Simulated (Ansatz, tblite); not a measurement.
# B(OCMe2)Cl3 (C3H6BCl3O): a ladder of methods and basis sets

How do method and basis change the picture of B(OCMe2)Cl3 (C3H6BCl3O) (singlet)?

Method: as each input shows; program: Ansatz 0.2.0, Gaussian basis.

The runs, in order: GFN1-xTB, GFN2-xTB, PBE-D4/def2-TZVP, r2SCAN-D4/def2-TZVP, r2SCAN0-D4/def2-TZVP, B3LYP-D4/def2-TZVP, BLYP-D4/def2-TZVP, PBE-D4/def2-SVP, PBE0-D4/def2-SVP, HF/STO-3G, HF/6-31G, B3LYP-D4/6-31G, CCSD(T)/def2-SVP, MP2/def2-TZVP, RPA/def2-TZVP.

2 further runs of the same task are left out: 2 set aside as unsound or not needed.

## 1. The geometry

The geometry is that of the singlet, from an earlier relaxation (B3LYP-D4/def2-SVP).

14 atoms, charge 0, spin multiplicity 1.

Bond lengths: B1–O2 1.593 Å, B1–Cl12 1.845 Å, B1–Cl13 1.845 Å, B1–Cl14 1.814 Å, O2–C3 1.246 Å, C3–C4 1.490 Å, C3–C5 1.483 Å, C4–H6 1.103 Å, C4–H7 1.104 Å, C4–H8 1.096 Å, C5–H9 1.103 Å, C5–H10 1.103 Å, C5–H11 1.096 Å. Angles: O2–B1–Cl12 106.1°, O2–B1–Cl13 106.1°, O2–B1–Cl14 103.9°, Cl12–B1–Cl13 113.3°, Cl12–B1–Cl14 113.2°, Cl13–B1–Cl14 113.2°, B1–O2–C3 131.5°, O2–C3–C4 116.8°, O2–C3–C5 123.2°, C4–C3–C5 120.0°, C3–C4–H6 109.3°, C3–C4–H7 109.0°, C3–C4–H8 111.1°, H6–C4–H7 106.4°, H6–C4–H8 110.6°, H7–C4–H8 110.3°, C3–C5–H9 108.3°, C3–C5–H10 108.2° and more.

Coordinates:

```xyz
14

B    -0.38256   -1.17098   -1.75050
O    -0.23864   -0.96625   -0.17722
C     0.04165    0.03939    0.50315
C     0.07929   -0.13853    1.98225
C     0.32739    1.36838   -0.09072
H     1.06630    0.17488    2.36206
H    -0.66108    0.53738    2.44385
H    -0.12868   -1.17837    2.26097
H    -0.53374    1.66216   -0.71456
H     1.16441    1.25627   -0.80075
H     0.54743    2.12380    0.67247
Cl    1.26236   -0.75061   -2.47273
Cl   -1.73013   -0.03308   -2.29281
Cl   -0.81401   -2.92443   -1.92546
```

PBE0-D4/def2-TZVP was run before; its log isn't repeated, and its numbers join the tables.

## 2. GFN1-xTB

Tight binding, by tblite at 300 K electronic temperature and without a spin-polarisation term:

```python
tblite.interface.Calculator('GFN1-xTB', numbers, positions, charge=0, uhf=0).singlepoint()
```

Energy -776.9653 eV, HOMO -12.02 eV, LUMO -9.95 eV; 0.014 s.

## 3. GFN2-xTB

Tight binding, by tblite at 300 K electronic temperature and without a spin-polarisation term:

```python
tblite.interface.Calculator('GFN2-xTB', numbers, positions, charge=0, uhf=0).singlepoint()
```

Energy -776.3317 eV, HOMO -11.18 eV, LUMO -9.20 eV; 0.012 s.

## 4. PBE-D4/def2-TZVP

start.molden holds the orbitals of an earlier run on this state, given as this run's starting guess.

Contents of in.yaml:

```yaml
crystal:
  periodic: [false, false, false]
  atoms:
    - {symbol: B, position_ang: [-0.382563, -1.170982, -1.750502]}
    - {symbol: O, position_ang: [-0.238639, -0.966249, -0.177220]}
    - {symbol: C, position_ang: [0.041655, 0.039395, 0.503153]}
    - {symbol: C, position_ang: [0.079287, -0.138530, 1.982254]}
    - {symbol: C, position_ang: [0.327386, 1.368377, -0.090723]}
    - {symbol: H, position_ang: [1.066298, 0.174875, 2.362060]}
    - {symbol: H, position_ang: [-0.661076, 0.537379, 2.443850]}
    - {symbol: H, position_ang: [-0.128676, -1.178368, 2.260971]}
    - {symbol: H, position_ang: [-0.533739, 1.662164, -0.714556]}
    - {symbol: H, position_ang: [1.164410, 1.256267, -0.800752]}
    - {symbol: H, position_ang: [0.547430, 2.123796, 0.672474]}
    - {symbol: Cl, position_ang: [1.262363, -0.750610, -2.472730]}
    - {symbol: Cl, position_ang: [-1.730126, -0.033075, -2.292813]}
    - {symbol: Cl, position_ang: [-0.814010, -2.924429, -1.925465]}
basis:
  gaussian: {orbitals: def2-TZVP, initial_orbitals: start.molden}
hamiltonian: {xc: pbe, dispersion: d4}
scf: {omitted_lower_state_checks: [starts]}
output: {orbitals: {seedname: orbitals}}
```

Command:

```console
> ansatz run in.yaml --threads 2 --pin off --events-out ev --progress --plain --max-ram 32768MiB --backend cuda --devices 0, --max-vram 18GiB
```

The runs that follow: r2SCAN-D4/def2-TZVP; r2SCAN0-D4/def2-TZVP; B3LYP-D4/def2-TZVP; BLYP-D4/def2-TZVP; PBE-D4/def2-SVP; PBE0-D4/def2-SVP; HF/STO-3G; HF/6-31G; B3LYP-D4/6-31G; CCSD(T)/def2-SVP; MP2/def2-TZVP; RPA/def2-TZVP.

Before running them: what should the planned runs give, taken together? Wanted: gap in def2-TZVP, named functionals, smallest and largest; correlation energy, CCSD(T)/def2-SVP; correlation energy, MP2/def2-TZVP; binding an atom, CCSD(T)/def2-SVP; PBE0 total energy, smallest basis above largest.

As calculated:

```
                                                 quantity                                    value
gap in def2-TZVP, named functionals, smallest and largest  2.62 eV (BLYP-D4), 5.40 eV (r2SCAN0-D4)
                     correlation energy, CCSD(T)/def2-SVP                                -32.47 eV
                        correlation energy, MP2/def2-TZVP                                -37.77 eV
                        binding an atom, CCSD(T)/def2-SVP                                 3.900 eV
          PBE0 total energy, smallest basis above largest           19.17 eV (def2-SVP, def2-TZVP)
```

In words: Over the named functionals in def2-TZVP the gap runs from 2.62 eV (BLYP-D4) to 5.40 eV (r2SCAN0-D4); exact exchange widens it. A small miss in a minimal or small basis is a cancelling of errors, not accuracy. The functionals in def2-TZVP miss CCSD(T)/def2-SVP by +0.142 (r2SCAN0-D4) to +0.296 eV (PBE-D4) an atom. The yardstick is in a double-zeta basis, so levels in larger sets aren't compared like for like. CCSD(T)/def2-SVP isn't at the basis-set limit; small misses against it rank nothing.
